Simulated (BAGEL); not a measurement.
**C2H2BrO− (SMILES C=C([O-])Br): HF/def2-SVP (density fitting with qzvpp-jkfit)**

What is the vertical ionisation energy of C2H2BrO− at HF/def2-SVP (density fitting with qzvpp-jkfit)? 

The calculation is run with BAGEL 1.2.2.

8 further runs of the same task are left out: 6 that didn't finish, 2 set aside as unsound or not needed.

### Step 1. Starting point

C2H2BrO−: 6 atoms, total charge -1, spin state singlet. SMILES: `C=C([O-])Br`. The coordinates come from a GFN2-xTB relaxation.

Bond lengths: C1–C2 1.322 Å, C2–O3 1.201 Å, C2–Br4 2.289 Å, C1–H5 1.081 Å, C1–H6 1.071 Å. Angles: C1–C2–O3 144.6°, C1–C2–Br4 105.4°, O3–C2–Br4 110.1°, C2–C1–H5 117.9°, C2–C1–H6 124.3°, H5–C1–H6 117.9°.

### Step 2. The energy at HF/def2-SVP (density fitting with qzvpp-jkfit)

hf.json reads:

```json
{ "bagel" : [

{
  "title" : "molecule",
  "basis" : "svp",
  "df_basis" : "qzvpp-jkfit",
  "angstrom" : true,
  "geometry" : [
    { "atom" : "C", "xyz" : [    0.580510,    0.119780,    0.504490 ] },
    { "atom" : "C", "xyz" : [   -0.595040,    0.178960,   -0.096770 ] },
    { "atom" : "O", "xyz" : [   -1.692040,    0.665450,   -0.054470 ] },
    { "atom" : "Br", "xyz" : [   -0.418060,   -1.202270,   -1.913910 ] },
    { "atom" : "H", "xyz" : [    0.719210,    0.707040,    1.401490 ] },
    { "atom" : "H", "xyz" : [    1.405420,   -0.468950,    0.159170 ] }
  ]
},
{
  "title" : "hf",
  "charge" : -1
},
{
  "title" : "print",
  "file" : "orbitals.molden",
  "orbitals" : true
}

]}
```

The run is started by

```console
$ BAGEL_NUM_THREADS=1 BAGEL hf.json > hf.out
```

Standard output:

```text
* using 1 threads per process

  ===============================================================
  ===============================================================

  *** Geometry ***

  { "atom" : "C", "xyz" : [      1.097005,      0.226351,      0.953348 ] },
  { "atom" : "C", "xyz" : [     -1.124463,      0.338185,     -0.182869 ] },
  { "atom" : "O", "xyz" : [     -3.197492,      1.257518,     -0.102933 ] },
  { "atom" : "Br", "xyz" : [     -0.790019,     -2.271961,     -3.616766 ] },
  { "atom" : "H", "xyz" : [      1.359110,      1.336112,      2.648432 ] },
  { "atom" : "H", "xyz" : [      2.655859,     -0.886187,      0.300788 ] },

  Number of auxiliary basis functions:      529

  Since a DF basis is specified, we compute 2- and 3-index integrals:
    o Being stored without compression. Storage requirement is 0.030 GB

  Number of basis functions:       84
  Number of electrons      :       57

    * METHOD: MOLECULE                             0.25

  *** RHF ***

  === Nuclear Repulsion ===
   206.3386656643

      * DIIS with orbital gradients will be used.

  === RHF iteration (svp) ===
      0      -2723.58380123          0.01581746           0.10
      1      -2723.69237102          0.01066899           0.10
      2      -2723.74721563          0.00204236           0.10
      3      -2723.74919544          0.00070969           0.10
      4      -2723.74948984          0.00009284           0.10
      5      -2723.74949908          0.00003669           0.10
      6      -2723.74950151          0.00002261           0.10
      7      -2723.74950236          0.00000690           0.10
      8      -2723.74950249          0.00000210           0.10
      9      -2723.74950249          0.00000115           0.10
     10      -2723.74950250          0.00000035           0.10
     11      -2723.74950250          0.00000015           0.09
     12      -2723.74950250          0.00000005           0.10
     13      -2723.74950250          0.00000002           0.10
     14      -2723.74950250          0.00000001           0.10
    * SCF iteration converged.

    * Permanent dipole moment:
           (   -0.557103,     0.350537,     0.168284) a.u.

    * METHOD: HF                                   1.68

    * METHOD: PRINT                                0.01

  ===============================================================
```

Run time: 2.1 s. Hardware: 1 thread of Arm Neoverse V2, shared host; peak memory 0.13 GiB.

### Step 3. Doublet neutral C2H2BrO

calc.json reads:

```json
{ "bagel": [

{
  "title": "molecule",
  "basis": "svp",
  "df_basis": "qzvpp-jkfit",
  "angstrom": true,
  "geometry": [
    { "atom": "C", "xyz": [       0.580510,       0.119780,       0.504490 ] },
    { "atom": "C", "xyz": [      -0.595040,       0.178960,      -0.096770 ] },
    { "atom": "O", "xyz": [      -1.692040,       0.665450,      -0.054470 ] },
    { "atom": "Br", "xyz": [      -0.418060,      -1.202270,      -1.913910 ] },
    { "atom": "H", "xyz": [       0.719210,       0.707040,       1.401490 ] },
    { "atom": "H", "xyz": [       1.405420,      -0.468950,       0.159170 ] }
  ]
},

{
  "title": "uhf",
  "nopen": 1
},

{
  "title": "print",
  "file": "orbitals.molden",
  "orbitals": true
}

]}
```

The run is started by

```console
$ BAGEL_NUM_THREADS=1 BAGEL calc.json > calc.out
```

Standard output:

```text
* using 1 threads per process

  ===============================================================
  ===============================================================

  *** Geometry ***

  { "atom" : "C", "xyz" : [      1.097005,      0.226351,      0.953348 ] },
  { "atom" : "C", "xyz" : [     -1.124463,      0.338185,     -0.182869 ] },
  { "atom" : "O", "xyz" : [     -3.197492,      1.257518,     -0.102933 ] },
  { "atom" : "Br", "xyz" : [     -0.790019,     -2.271961,     -3.616766 ] },
  { "atom" : "H", "xyz" : [      1.359110,      1.336112,      2.648432 ] },
  { "atom" : "H", "xyz" : [      2.655859,     -0.886187,      0.300788 ] },

  Number of auxiliary basis functions:      529

  Since a DF basis is specified, we compute 2- and 3-index integrals:
    o Being stored without compression. Storage requirement is 0.030 GB

  Number of basis functions:       84
  Number of electrons      :       57

    * METHOD: MOLECULE                             0.27

  *** Open-shell HF ***

  === Nuclear Repulsion ===
   206.3386656643

      * DIIS with orbital gradients will be used.

  === UHF iteration (svp) ===
      0      -2723.50097059          0.03027361           0.21
      1      -2723.55819197          0.02833780           0.20
      2      -2723.58519301          0.02445469           0.20
      3      -2723.66125600          0.00160714           0.20
      4      -2723.66542620          0.00105594           0.20
      5      -2723.66775861          0.00082341           0.20
      6      -2723.66991380          0.00063555           0.20
      7      -2723.67086933          0.00051148           0.20
      8      -2723.67189793          0.00037690           0.20
      9      -2723.67266182          0.00020390           0.20
     10      -2723.67276281          0.00005896           0.21
     11      -2723.67276855          0.00002059           0.21
     12      -2723.67276967          0.00000713           0.20
     13      -2723.67277081          0.00000327           0.20
     14      -2723.67277165          0.00000194           0.21
     15      -2723.67277224          0.00000167           0.20
     16      -2723.67277345          0.00000130           0.20
     17      -2723.67277451          0.00000091           0.20
     18      -2723.67277511          0.00000068           0.20
     19      -2723.67277532          0.00000045           0.21
     20      -2723.67277535          0.00000023           0.20
     21      -2723.67277534          0.00000013           0.20
     22      -2723.67277535          0.00000008           0.20
     23      -2723.67277535          0.00000006           0.20
     24      -2723.67277535          0.00000003           0.20
     25      -2723.67277535          0.00000002           0.19
     26      -2723.67277535          0.00000002           0.20
     27      -2723.67277535          0.00000002           0.20
     28      -2723.67277535          0.00000002           0.20
     29      -2723.67277535          0.00000001           0.20
    * SCF iteration converged.

    * S^2 (UHF) is 0.8824

    * Permanent dipole moment:
           (   -1.022527,    -0.677409,    -1.533177) a.u.

    * METHOD: UHF                                  6.30

    * METHOD: PRINT                                0.01

  ===============================================================
```

Run time: 6.9 s. Hardware: 1 thread of Arm Neoverse V2, shared host; peak memory 0.13 GiB.

### Step 4. What came out

At HF/def2-SVP (density fitting with qzvpp-jkfit):

| quantity | value |
| --- | --- |
| singlet C2H2BrO−: total energy | -2723.74950 Eh |
| singlet C2H2BrO−: HOMO energy | -3.84 eV |
| singlet C2H2BrO−: LUMO energy | 8.92 eV |
| singlet C2H2BrO−: HOMO–LUMO gap (to an unbound level, set by the basis) | 12.76 eV |
| doublet neutral C2H2BrO: total energy | -2723.67278 Eh |
| doublet neutral C2H2BrO: dipole moment | 4.99 D |
| doublet neutral C2H2BrO: ⟨S²⟩ | 0.882 |
| vertical detachment energy (to the doublet neutral) | 2.088 eV |

The vertical ionisation energy comes to 2.09 eV (48 kcal/mol). The negative HOMO energy of the first species, 3.84 eV, lies 1.75 eV above that difference. ⟨S²⟩ (doublet neutral C2H2BrO) is 0.88 where a pure doublet has 0.75: the reference is spin-contaminated.
